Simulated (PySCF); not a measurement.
# CH3ClO2Si (SMILES ClC1O[SiH2]O1) at 4 levels

We compute a comparison of 4 runs (TPSSh/def2-SVP, TPSSh/ma-def2-SVP, TPSSh/def2-SVPD, TPSSh/def2-TZVP) of CH3ClO2Si. The job is set up through a Python script.

The calculation is run with PySCF 2.14.0.

### 1 The molecule

CH3ClO2Si has 8 atoms, charge 0, and is taken as a singlet. As SMILES, `ClC1O[SiH2]O1`. The shape is that of a PBE0-D4/def2-TZVP optimisation.

Bond lengths: Cl1–C2 1.787 Å, C2–O3 1.403 Å, O3–Si4 1.674 Å, C2–O5 1.403 Å, Si4–O5 1.674 Å, C2–H6 1.090 Å, Si4–H7 1.478 Å, Si4–H8 1.479 Å. Some angles: Cl1–C2–O3 111.5°, Cl1–C2–O5 111.5°, O3–C2–O5 102.3°, C2–O3–Si4 88.1°, O3–Si4–O5 81.5°, C2–O5–Si4 88.1°, Cl1–C2–H6 106.1°, O3–C2–H6 112.7°, O5–C2–H6 112.8°, O3–Si4–H7 114.7°.

### 2 The energy at TPSSh/def2-SVP (run 1)

File run.py:

```python
from pyscf import gto, dft

mol = gto.Mole()
mol.atom = '''
Cl  -2.195900   0.509700   0.974400
C   -0.524200   0.766600   0.397600
O    0.378500  -0.100700   1.032000
Si   0.716100  -0.757900  -0.470600
O   -0.384400   0.408700  -0.952100
H   -0.298600   1.817300   0.580700
H    2.098700  -0.537900  -0.945700
H    0.301900  -2.163000  -0.672100
'''
mol.verbose = 3
mol.basis = 'def2-svp'
mol.spin = 0
mol.max_memory = 1860
mol.build()

mf = dft.RKS(mol, xc='tpssh')
mf.conv_tol = 1e-10
mf.grids.level = 4
mf.kernel()
if not mf.converged:
    mf = mf.newton().run(mf.mo_coeff, mf.mo_occ)

etot = mf.e_tot
print('E = %.10f Eh' % etot)
```

The run is started by

```bash
OMP_NUM_THREADS=1 python run.py
```

What it wrote:

```text
converged SCF energy = -939.740791367461
E = -939.7407913675 Eh
```

It took 47 s on 1 thread of Arm Neoverse V1, shared host; peak memory 0.48 GiB.

### 3 The energy at TPSSh/ma-def2-SVP (run 2)

Edit run.py of step 2 so:

```diff
@@ -2,4 +2,4 @@
 
-mol = gto.Mole()
-mol.atom = '''
+mol = gto.M(
+    atom='''
 Cl  -2.195900   0.509700   0.974400
@@ -12,8 +12,7 @@
 H    0.301900  -2.163000  -0.672100
-'''
-mol.verbose = 3
-mol.basis = 'def2-svp'
-mol.spin = 0
-mol.max_memory = 1860
-mol.build()
+''',
+    verbose=4,
+    basis='ma-def2-svp',
+    max_memory=1860,
+)
```

The run is started by

```bash
OMP_NUM_THREADS=1 python run.py
```

What it wrote:

```text
PySCF version 2.14.0

[... 77 lines left out ...]
converged SCF energy = -939.750905487901
E = -939.7509054879 Eh
```

Run time: 57 s. Hardware: 1 thread of Arm Neoverse V1, shared host; peak memory 0.56 GiB.

Run 3 isn't shown in full; the table further down has it.

### 4 A single-point energy at TPSSh/def2-TZVP (run 4)

File start.xyz:

```xyz
8
CH3ClO2Si
Cl    -2.195900     0.509700     0.974400
C     -0.524200     0.766600     0.397600
O      0.378500    -0.100700     1.032000
Si     0.716100    -0.757900    -0.470600
O     -0.384400     0.408700    -0.952100
H     -0.298600     1.817300     0.580700
H      2.098700    -0.537900    -0.945700
H      0.301900    -2.163000    -0.672100
```

File job.py:

```python
# ClC1O[SiH2]O1
from pyscf import gto, dft

mol = gto.M(
    atom='start.xyz',
    spin=0,
    charge=0,
    max_memory=1860,
    basis='def2-tzvp',
    verbose=3,
)

mf = dft.RKS(mol)
mf.xc = 'tpssh'
mf.grids.level = 4
mf.conv_tol = 1e-10
mf.kernel()
if not mf.converged:
    mf = mf.newton().run(mf.mo_coeff, mf.mo_occ)

etot = mf.e_tot
print('E = %.10f Eh' % etot)
```

The run is started by

```bash
OMP_NUM_THREADS=1 python job.py
```

What it wrote:

```text
converged SCF energy = -940.237598306964
E = -940.2375983070 Eh
```

It took 2.8 min on 1 thread of Arm Neoverse V1, shared host; peak memory 1.8 GiB.

### 5 The series

```tsv
run	level	energy (Eh)	dipole moment (D)	HOMO energy (eV)	LUMO energy (eV)	wall time
1	TPSSh/def2-SVP	-939.740791	2.32	-7.87	-0.94	47 s
2	TPSSh/ma-def2-SVP	-939.750905	2.60	-8.20	-1.43	57 s
3	TPSSh/def2-SVPD	-939.765781	2.58	-8.15	-1.38	83 s
4	TPSSh/def2-TZVP	-940.237598	2.40	-8.02	-1.30	2.8 min
```

Convergence of the total energy of singlet CH3ClO2Si with the basis set, against the last point:

```tsv
basis set	from the last (mEh)	wall time
def2-SVP	+496.807	47 s
ma-def2-SVP	+486.693	57 s
def2-SVPD	+471.817	83 s
def2-TZVP	+0.000	2.8 min
```

Convergence of the dipole moment of singlet CH3ClO2Si with the basis set, against the last point:

```tsv
basis set	from the last (D)	wall time
def2-SVP	-0.0770	47 s
ma-def2-SVP	+0.2065	57 s
def2-SVPD	+0.1829	83 s
def2-TZVP	+0.0000	2.8 min
```

### 6 Results

| quantity | value |
| --- | --- |
| run 4: total energy | -940.23760 Eh |
| run 4: dipole moment | 2.40 D |
| run 4: HOMO energy | -8.02 eV |
| run 4: LUMO energy | -1.30 eV |
| run 4: HOMO–LUMO gap | 6.72 eV |

What this shows: The dipole moment (its size) runs from 2.32 D (TPSSh/def2-SVP) to 2.60 D (TPSSh/ma-def2-SVP). The HOMO–LUMO gap runs from 6.72 eV (TPSSh/def2-TZVP) to 6.93 eV (TPSSh/def2-SVP). All runs together took 5.9 min, the longest 2.8 min.
